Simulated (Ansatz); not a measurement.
What does this script print? It uses the Python package of Ansatz (0.2.0).

`run_adiabatic.py`:
```python
import itertools

import ansatz as az
from ase.data import atomic_numbers, covalent_radii
import numpy as np


def main() -> None:
    geometry = (
        az.Crystal.molecule()
        .atom("Zn", [1.0623, -0.4033, 0.5291])
        .atom("Br", [-1.0328, 0.3431, -0.525])
    )

    base = geometry.calculation()
    base = base.basis(gaussian="def2-SVP")
    base = base.functional("cam_b3lyp")
    base = base.spin("collinear", total=1)
    symbols = [site.symbol for site in geometry.cartesian_sites]
    start = np.array([site.position_ang for site in geometry.cartesian_sites], dtype=float)
    report = base.relax(force_tolerance=0.01).run(threads=1).report
    end = np.array(report["positions_ang"])

    minimum = az.Crystal.molecule()
    for symbol, place in zip(symbols, end):
        minimum = minimum.atom(symbol, place.tolist())
    ion = minimum.calculation().basis(gaussian="def2-SVP").functional("cam_b3lyp").charge(1)
    vertical = ion.run(threads=1).report
    settled = ion.relax(force_tolerance=0.01, max_steps=80).run(threads=1).report
    print(f"vertical ionisation energy   {vertical['free_energy_ev'] - report['free_energy_ev']:.3f} eV")
    print(f"adiabatic, no zero point     {settled['free_energy_ev'] - report['free_energy_ev']:.3f} eV")
    print(f"relaxation energy of the ion {vertical['free_energy_ev'] - settled['free_energy_ev']:.3f} eV")
    ionised = np.array(settled["positions_ang"])
    radius = [covalent_radii[atomic_numbers[s]] for s in symbols]
    span = lambda where, i, j: np.linalg.norm(where[i] - where[j])
    bonded = [(i, j) for i, j in itertools.combinations(range(len(symbols)), 2) if min(span(end, i, j), span(ionised, i, j)) < 1.2 * (radius[i] + radius[j])]
    print("pair        before    after (A)")
    for i, j in bonded:
        print(f"{symbols[i]}{i}-{symbols[j]}{j}".ljust(10), f"{span(end, i, j):8.4f} {span(ionised, i, j):8.4f}")


if __name__ == "__main__":
    main()
```

Output of `python run_adiabatic.py`:
```text
vertical ionisation energy   8.653 eV
adiabatic, no zero point     8.574 eV
relaxation energy of the ion 0.079 eV
pair        before    after (A)
Zn0-Br1      2.3013   2.1911
```

Notes:
- The energies are electronic: no zero-point or thermal terms, and the basis set is short of its limit. The product may relax into another structure. Each relaxation finds its nearest minimum, which needn't be the lowest.
- The run takes the species as open-shell (spin multiplicity 2), which needn't be its ground state.
- Only the spin states typed were run; another state of an ion can lie lower, by up to an eV or two.
- The spin state was assumed, and another may lie lower.
- Wall time of the script: 29 s on 1 thread of Arm Neoverse V1 (shared host), peak memory 0.26 GiB.
